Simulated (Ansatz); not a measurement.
# C3H9Cl2NOSi: basis-set convergence

The task here is to estimate one member of a computed series from the others.

The runs use Ansatz 0.2.0, Gaussian basis; one geometry, several basis sets.

Plan: PBE0-D4/def2-SVP; ωB97M-V/def2-SVP; PBE0-D4/def2-QZVPP; ωB97M-V/def2-QZVPP; the functionals' def2-TZVPP values are taken from earlier runs.

## The geometry

The geometry comes from an earlier relaxation with PBE0-D4 in a triple-zeta def2 set; it is a stationary point, not always the lowest conformer.

SMILES `CO[Si](Cl)(Cl)N(C)C`, 17 atoms, charge 0, spin multiplicity 1.

Atoms are counted from 1 here; the program's logs count them from 0.

Bond lengths: C1–O2 1.415 Å, C1–H9 1.090 Å, C1–H10 1.095 Å, C1–H11 1.094 Å, O2–Si3 1.621 Å, Si3–Cl4 2.046 Å, Si3–Cl5 2.043 Å, Si3–N6 1.693 Å, N6–C7 1.449 Å, N6–C8 1.445 Å, C7–H12 1.096 Å, C7–H13 1.098 Å, C7–H14 1.091 Å, C8–H15 1.096 Å, C8–H16 1.089 Å, C8–H17 1.098 Å. Angles: O2–C1–H9 107.7°, O2–C1–H10 111.4°, O2–C1–H11 110.8°, H9–C1–H10 109.1°, H9–C1–H11 109.0°, H10–C1–H11 108.8°, C1–O2–Si3 123.5°, O2–Si3–Cl4 111.0°, O2–Si3–Cl5 104.3°, O2–Si3–N6 111.1°, Cl4–Si3–Cl5 107.8°, Cl4–Si3–N6 108.4°, Cl5–Si3–N6 114.2°, Si3–N6–C7 118.7°, Si3–N6–C8 124.5°, C7–N6–C8 113.2°, N6–C7–H12 110.2°, N6–C7–H13 111.8° and more.

The first run:

File in.yaml:

```yaml
crystal:
  periodic: [false, false, false]
  atoms:
    - {symbol: C, position_ang: [0.442395, -2.231658, -1.172401]}
    - {symbol: O, position_ang: [0.006736, -0.997017, -1.708754]}
    - {symbol: Si, position_ang: [-0.900358, 0.065489, -0.887545]}
    - {symbol: Cl, position_ang: [-2.671786, -0.777272, -0.306915]}
    - {symbol: Cl, position_ang: [-1.321737, 1.527606, -2.251039]}
    - {symbol: N, position_ang: [-0.091553, 0.615869, 0.494180]}
    - {symbol: C, position_ang: [1.298612, 1.008963, 0.376193]}
    - {symbol: C, position_ang: [-0.744725, 1.174640, 1.655722]}
    - {symbol: H, position_ang: [1.133747, -2.678894, -1.887062]}
    - {symbol: H, position_ang: [0.956340, -2.092504, -0.216136]}
    - {symbol: H, position_ang: [-0.402545, -2.909821, -1.022949]}
    - {symbol: H, position_ang: [1.863392, 0.668651, 1.251759]}
    - {symbol: H, position_ang: [1.409692, 2.099015, 0.305161]}
    - {symbol: H, position_ang: [1.751053, 0.565132, -0.512156]}
    - {symbol: H, position_ang: [-0.226023, 0.856172, 2.567211]}
    - {symbol: H, position_ang: [-1.777076, 0.832536, 1.719596]}
    - {symbol: H, position_ang: [-0.745063, 2.272694, 1.635334]}
basis:
  gaussian: {orbitals: def2-SVP}
hamiltonian: {xc: pbe0, dispersion: d4}
output: {orbitals: {seedname: orbitals}}
```

Among the steps run: PBE0-D4 in def2-SVP; ωB97M-V in def2-SVP; PBE0-D4 in def2-QZVPP; ωB97M-V in def2-QZVPP.

One of the session's tables, all rows but one given; the rest of the session is left out.

It belongs to the step «Functionals by basis». 

| functional | basis | HOMO (eV) | LUMO (eV) |
| --- | --- | --- | --- |
| PBE0-D4 | def2-SVP | -6.89 | 1.46 |
| PBE0-D4 | def2-TZVPP | -6.98 | 0.91 |
| PBE0-D4 | def2-QZVPP | -7.01 | 0.44 |
| ωB97M-V | def2-SVP | ? | ? |
| ωB97M-V | def2-TZVPP | -9.27 | 2.39 |
| ωB97M-V | def2-QZVPP | -9.30 | 1.58 |

Estimate the missing values for ωB97M-V, def2-SVP.

As computed: HOMO (eV): -9.17; LUMO (eV): 3.16. In the column «HOMO (eV)» it lies between ωB97M-V, def2-TZVPP (-9.27) and PBE0-D4, def2-QZVPP (-7.01).
